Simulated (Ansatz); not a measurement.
# Na4AlPS4: the cost of one run

Program: Ansatz 0.2.0. Level of theory: DFT PBE, scalar-relativistic, plane waves, PAW. These are calculated values, not measurements.

## (1) Starting point

Symmetry: F-43m, No. 216, cubic system. The conventional cell has a = 8.777 Å, b = 8.777 Å, c = 8.777 Å, α = 90.00°, β = 90.00°, γ = 90.00°. Na (site symmetry 3m) is surrounded by 6 Na at 3.10 Å and 6 S at 3.10 Å. Al (site symmetry -43m) has 4 S at 1.94 Å as nearest neighbours. P (site symmetry -43m) has 4 S at 1.86 Å as nearest neighbours. S (site symmetry 3m) has 1 P at 1.86 Å and 1 Al at 1.94 Å as nearest neighbours.

Coordinates:

```xyz
10
Lattice="0.0000 4.3886 4.3886 4.3886 0.0000 4.3886 4.3886 4.3886 0.0000" Properties=species:S:1:pos:R:3 pbc="T T T"
Na    5.4858    5.4858    3.2915
Na    3.2915    5.4858    5.4858
Na    3.2915    3.2915    3.2915
Na    5.4858    3.2915    5.4858
Al    0.0000    0.0000    0.0000
P     6.5829    6.5829    6.5829
S     5.5112    5.5112    7.6546
S     7.6546    5.5112    5.5112
S     7.6546    7.6546    7.6546
S     5.5112    7.6546    5.5112
```

Recipe of the guess: 4-connected net, bridging atoms on its edges, guests in its cages (F-43m, No. 216). Lengths come from tabulated atomic sizes and are only a guess.

## (2) The guess as it stands, on a coarse mesh

input.yaml reads:

```yaml
crystal:
  lattice:
    - [0.0, 4.38862879, 4.38862879]
    - [4.38862879, 0.0, 4.38862879]
    - [4.38862879, 4.38862879, 0.0]
  atoms:
    - { symbol: Na, position: [0.375, 0.375, 0.875] }
    - { symbol: Na, position: [0.875, 0.375, 0.375] }
    - { symbol: Na, position: [0.375, 0.375, 0.375] }
    - { symbol: Na, position: [0.375, 0.875, 0.375] }
    - { symbol: Al, position: [0.0, 0.0, 0.0] }
    - { symbol: P, position: [0.75, 0.75, 0.75] }
    - { symbol: S, position: [0.87210021, 0.87210021, 0.38369936] }
    - { symbol: S, position: [0.38369936, 0.87210021, 0.87210021] }
    - { symbol: S, position: [0.87210021, 0.87210021, 0.87210021] }
    - { symbol: S, position: [0.87210021, 0.38369936, 0.87210021] }
basis:
  ecutwfc: 420
kpoints:
  mp_grid: { grid: [4, 4, 4] }
hamiltonian:
  xc: pbe
scf:
  occupations: { method: gaussian, width: 0.1 }
  lower_state_search: "off"
output:
  forces: true
  stress: true
  eigenvalues: true
```

Command:

```bash
$ ansatz run input.yaml --threads 1 --pin off --max-ram 2560MiB --backend cpu --events-out ev --progress --plain --runs-dir out
```

Q: Estimate wall time and peak memory on 1 thread of Arm Neoverse N1, shared host.

About 8.1 s, with a peak of 0.37 GiB.
